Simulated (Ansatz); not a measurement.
# FH5O2Sn: the cost of one run

The runs use Ansatz 0.2.0, Gaussian basis; PBE0-D4, def2-SVP first, then def2-TZVP.

143 further runs of the same task are left out: 143 set aside as unsound or not needed.

## Step 1: The system as given

The guess: 9 atoms, charge 0, spin multiplicity 1.

Atoms are counted from 1 here; the program's logs count them from 0.

Bond lengths: Sn1–H3 1.704 Å, Sn1–H4 1.670 Å, Sn1–H5 1.671 Å, Sn1–O7 2.299 Å, H6–O7 1.173 Å, O7–O8 1.418 Å, O8–H9 0.966 Å. Angles: H3–Sn1–H4 113.0°, H3–Sn1–H5 114.4°, H3–Sn1–O7 93.6°, H4–Sn1–H5 125.2°, H4–Sn1–O7 103.8°, H5–Sn1–O7 99.0°, Sn1–O7–H6 82.2°, Sn1–O7–O8 109.2°, H6–O7–O8 110.9°, O7–O8–H9 103.0°.

As a file:

```xyz
9
FH5O2Sn
Sn   -0.3470    0.9910   -0.7872
F     0.9797    1.0088    1.4050
H    -1.0799    0.1341   -2.0654
H    -1.4424    1.5238    0.3557
H     1.0691    1.7748   -1.2042
H     0.8456   -0.1451    1.0053
O     0.5548   -0.9012    0.1570
O    -0.4942   -1.7557    0.5801
H    -0.0857   -2.6306    0.5534
```

Distances that are to change: Sn1–O7 2.30 Å, F2–H6 1.23 Å, Sn1–F2 2.56 Å, H6–O7 1.17 Å.

## Step 2: Relaxing the guess with the reacting distances held

Contents of hold/in.yaml:

```yaml
crystal:
  periodic: [false, false, false]
  atoms:
    - {symbol: Sn, position_ang: [-0.347000, 0.991000, -0.787200]}
    - {symbol: F, position_ang: [0.979700, 1.008800, 1.405000]}
    - {symbol: H, position_ang: [-1.079900, 0.134100, -2.065400]}
    - {symbol: H, position_ang: [-1.442400, 1.523800, 0.355700]}
    - {symbol: H, position_ang: [1.069100, 1.774800, -1.204200]}
    - {symbol: H, position_ang: [0.845600, -0.145100, 1.005300]}
    - {symbol: O, position_ang: [0.554800, -0.901200, 0.157000]}
    - {symbol: O, position_ang: [-0.494200, -1.755700, 0.580100]}
    - {symbol: H, position_ang: [-0.085700, -2.630600, 0.553400]}
basis:
  gaussian: {orbitals: def2-SVP}
hamiltonian: {xc: pbe0, dispersion: d4}
relax: {f_tol: 0.04, max_steps: 150, escape_saddle: false, constraints: [{distance: [0, 6]}, {distance: [1, 5]}, {distance: [0, 1]}, {distance: [5, 6]}]}
```

Launch:

```sh
ansatz run in.yaml --threads 4 --pin off --events-out ev --progress --plain --max-ram 9574MiB
```

**Question.** How long does this run take on 4 threads of Arm Neoverse V2, shared host?

About 12 s.
